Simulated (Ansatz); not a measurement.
# CuH4: the cost of one run

Computed with Ansatz 0.2.0 (DFT PBE, scalar-relativistic, plane waves, PAW, unless a step's input says otherwise).

1 further run of the same task is left out (it didn't finish).

## 1. The starting structure

The structure is orthorhombic, space group Cmmm (No. 65). Conventional cell: a = 6.962 Å, b = 6.962 Å, c = 3.200 Å, α = 90.00°, β = 90.00°, γ = 90.00°. Cu (site symmetry mmm) has 6 H at 2.10 to 2.12 Å as nearest neighbours. Around H (site symmetry 2mm) lie 1 Cu at 2.12 Å. Around H (site symmetry m2m) lie 2 Cu at 2.10 Å.

As a file:

```cif
data_structure
_symmetry_space_group_name_H-M 'P 1'
_symmetry_Int_Tables_number 1
_cell_length_a 4.9231
_cell_length_b 4.9231
_cell_length_c 3.2000
_cell_angle_alpha 90.000
_cell_angle_beta 90.000
_cell_angle_gamma 90.000
_cell_volume 77.56
loop_
_atom_site_label
_atom_site_type_symbol
_atom_site_fract_x
_atom_site_fract_y
_atom_site_fract_z
_atom_site_occupancy
Cu1 Cu 0.00000 0.00000 0.00000 1
H1 H 0.69500 0.30500 0.00000 1
H2 H 0.30500 0.69500 0.00000 1
H3 H 0.80500 0.80500 0.50000 1
H4 H 0.19500 0.19500 0.50000 1
```

A structure generator made this guess: ordered vacancies on the cation sites of rutile (Cmmm, No. 65). Lengths come from tabulated atomic sizes and are only a guess.

## 2. A first look at the guess

input.yaml

```yaml
crystal:
  lattice:
    - [3.48118707, -3.48118707, 0.0]
    - [3.48118707, 3.48118707, 0.0]
    - [0.0, 0.0, 3.20004228]
  atoms:
    - { symbol: Cu, position: [0.0, 0.0, 0.0] }
    - { symbol: H, position: [0.695, 0.305, 0.0] }
    - { symbol: H, position: [0.305, 0.695, 0.0] }
    - { symbol: H, position: [0.805, 0.805, 0.5] }
    - { symbol: H, position: [0.195, 0.195, 0.5] }
basis:
  ecutwfc: 420
kpoints:
  mp_grid: { grid: [4, 4, 6] }
hamiltonian:
  xc: pbe
scf:
  occupations: { method: gaussian, width: 0.1 }
  lower_state_search: "off"
output:
  forces: true
  stress: true
  eigenvalues: true
```

Launch:

```console
> ansatz run input.yaml --threads 1 --pin off --max-ram 2048MiB --backend cpu --events-out ev --progress --plain --runs-dir out
```

Q: Estimate wall time and peak memory on 1 thread of Intel Xeon 6975P-C (Granite Rapids), shared host.

About 1.3 s, with a peak of 0.39 GiB.
